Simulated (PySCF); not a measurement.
# ClF2HSSi: the cost of one run

Computed with PySCF 2.14.0; each step states its level. No surroundings beyond the atoms listed, unless a continuum is named. Atoms count from 0, parts from 1.

## 1. Starting point

Each species was relaxed by itself at PBE0-D3(BJ)/def2-SVPD.

## 2. Reaction energy: wB97M-D3(BJ)/def2-TZVPD

What the job is given:

```
{"job": {"kind": "react", "xc": "wB97M-D3(BJ)", "basis": "def2-TZVPD"}, "charge": 0, "multiplicity": 1}
-1 ClF2HSi charge 0 multiplicity 1
F     -1.475750     0.296370     0.736360
Si    -0.025100     0.034690     0.082840
F      0.447760    -1.433610     0.553150
Cl    -0.212960     0.043190    -1.945700
H      0.929650     1.045620     0.557430

-1 H2S charge 0 multiplicity 1
S     -0.009970     0.615560    -0.000040
H     -0.979750    -0.323530     0.008390
H      0.969910    -0.312970    -0.009750

+1 ClF2HSSi charge 0 multiplicity 1
F      1.835800     0.552870     0.435350
Si     0.351860    -0.054840     0.292200
F     -0.371860     0.151700     1.717210
S     -0.582840     1.008480    -1.262600
Cl     0.453630    -2.067000    -0.016990
H     -1.666470     0.198050    -1.256920

+1 H2 charge 0 multiplicity 1
H      0.380000     0.011620    -0.009570
H     -0.380000    -0.011620     0.009570
```

Level: wB97M-D3(BJ)/def2-TZVPD reaction energy of separated species, gas phase.

Command:

```bash
$ OMP_NUM_THREADS=1 python cluster_run.py task.json out
```

One launch serves the whole session: the jobs run in the order shown.

Q: Estimate the wall time and peak memory of this first job on 1 thread of Arm Neoverse V1, shared host.

About 24 s, with a peak of 0.77 GiB.
